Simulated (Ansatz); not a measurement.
Run this with Ansatz 0.2.0 through its Python package and show what comes out.

Script `clh2osn.py`:
```python
"""One bond of ClH2OSn held at set lengths while the rest relaxes."""

import ansatz as az
import numpy as np

geometry_ang = [
    ("O", (-0.3885, -0.4956, 1.888)),
    ("Sn", (0.0829, -0.073, 0.0029)),
    ("Cl", (-1.5452, 1.3493, -0.9996)),
    ("H", (0.2461, -1.5596, -0.8984)),
    ("H", (1.6547, 0.7052, -0.0344)),
]
system = az.Crystal.molecule()
for symbol, xyz in geometry_ang:
    system = system.atom(symbol, xyz)

base = (
    system.calculation()
    .basis(gaussian="def2-SVP")
    .functional("hf")
    .spin("collinear", total=1)
)
symbols = [site.symbol for site in system.cartesian_sites]
pairs = [(0, 1), (1, 2), (1, 3), (1, 4)]
print("held (A)   E (eV)        ", "  ".join(f"{symbols[i]}{i}-{symbols[j]}{j}" for i, j in pairs))
for length in [1.61, 1.75, 1.89, 2.1, 2.36]:
    report = base.relax(constraints=[az.DistanceConstraint((1, 3), at=length)], force_tolerance=0.02, max_steps=60).run(threads=1, pin="off").report
    xyz = np.array(report["positions_ang"])
    print(f"{length:6.2f} {report['free_energy_ev']:14.5f}  ", "  ".join(f"{np.linalg.norm(xyz[i] - xyz[j]):.3f}" for i, j in pairs))
```

`python clh2osn.py` gives:
```text
held (A)   E (eV)         O0-Sn1  Sn1-Cl2  Sn1-H3  Sn1-H4
DeckWarning: relax.constraints: the input's atoms, or those drawn, lie off the distances that are held; a relaxation that starts there is brought onto them ahead of its first SCF, by positions alone, an atom by 6.81e-2 Å at the most. With the symmetry [...]
  1.61   -20371.75622   1.999  2.349  1.610  1.693
  1.75   -20371.79113   1.997  2.346  1.750  1.692
  1.89   -20371.56934   1.996  2.342  1.890  1.691
  2.10   -20370.98993   1.994  2.338  2.100  1.691
  2.36   -20370.19755   1.986  2.340  2.360  1.694
```
(Warnings from the package without file and line, shortened, repeats left out.)

Reading the output:
- Total energies depend on the basis set; only differences at equal settings carry meaning.
- The energies are electronic: no zero-point or thermal terms, and the basis set is short of its limit.
- def2 sets replace the cores of elements past krypton by effective core potentials.
- The run takes the species as open-shell (spin multiplicity 2), which needn't be its ground state.
- The expectation value of S² is noticeably off S(S+1) in at least one run, so that state is spin-contaminated.
- Timing: 110 s on 1 thread of Arm Neoverse V1, on a shared host, peak memory 0.28 GiB.
